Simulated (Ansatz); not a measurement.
# C: element swaps in one structure

An exercise on one series of results from a longer session: the logs are not shown, and one member is left open.

Method: DFT LDA, scalar-relativistic, plane waves, PAW, in Ansatz 0.2.0.

2 further runs of the same task are left out: 2 set aside as unsound or not needed.

## The structure to begin with

The structure is orthorhombic, space group Fmmm (No. 69). The conventional cell has a = 2.446 Å, b = 4.233 Å, c = 6.735 Å, α = 90.00°, β = 90.00°, γ = 90.00°. C (site symmetry m2m) has 3 C at 1.41 Å as nearest neighbours.

Coordinates:

```cif
data_structure
_symmetry_space_group_name_H-M 'Fmmm'
_symmetry_Int_Tables_number 69
_cell_length_a 2.4455
_cell_length_b 4.2335
_cell_length_c 6.7353
_cell_angle_alpha 90.000
_cell_angle_beta 90.000
_cell_angle_gamma 90.000
_cell_volume 69.73
loop_
_atom_site_label
_atom_site_type_symbol
_atom_site_symmetry_multiplicity
_atom_site_Wyckoff_symbol
_atom_site_fract_x
_atom_site_fract_y
_atom_site_fract_z
_atom_site_occupancy
C1 C 8 h 0.50000 0.66670 0.50000 1
```

It goes back to an entry of the Materials Project, which need not be the stable form.

It is the result of an earlier relaxation at this level (volume 8.72 Å³/atom; gap on the mesh: none (metal)).

The first run:

File input.yaml:

```yaml
crystal:
  lattice:
    - [1.2996625387, -2.2498361641, 0.0]
    - [1.2996625387, 2.2498361641, 0.0]
    - [0.0, 0.0, 7.158836775]
  atoms:
    - { symbol: B, position: [0.0833017589, 0.9166982411, 0.7500092796] }
    - { symbol: B, position: [0.5833017589, 0.4166982411, 0.2499907204] }
    - { symbol: B, position: [0.9166982411, 0.0833017589, 0.2499907204] }
    - { symbol: B, position: [0.4166982411, 0.5833017589, 0.7500092796] }
basis:
  ecutwfc: 420
kpoints:
  mp_grid: { grid: [8, 8, 4] }
hamiltonian:
  xc: lda
scf:
  occupations: { method: gaussian, width: 0.1 }
output:
  forces: true
  stress: true
  eigenvalues: true
```

On the command line:

```sh
> ansatz run input.yaml --threads 1 --pin off --max-ram 2560MiB --backend cpu --events-out ev --progress --plain --runs-dir out
```

Among the steps run: A first look at the start (B); Coarse relaxation (B); Relaxing cell and atoms (B).

One table of the session follows, with a row left open; its other results are not shown here.

Lengths are those of the vectors of the cell that was run:

```
  swap  volume (Å³/atom)  a (Å)  b (Å)  c (Å)
  none              8.72  2.445  2.445  6.735
C → Sn             29.37  4.625  4.625  5.657
C → Pb             31.16  4.462  4.462  6.259
C → Ge             19.74  4.044  4.044  4.978
 C → B                 ?      ?      ?      ?
```

Estimate the missing values for C → B.

The run gave: volume (Å³/atom): 6.51; a (Å): 3.049; b (Å): 3.049; c (Å): 3.324. In the column «volume (Å³/atom)» it is the lowest.

Lengths are those of the computed cell. Rows of earlier swaps come from the sessions before.

To keep in mind: Where a structure here is layered, its layers are held mostly by dispersion, which this level lacks, so their spacing and the stiffness across them are unreliable there. Warnings in the runs' records: structure snapped to symmetry.
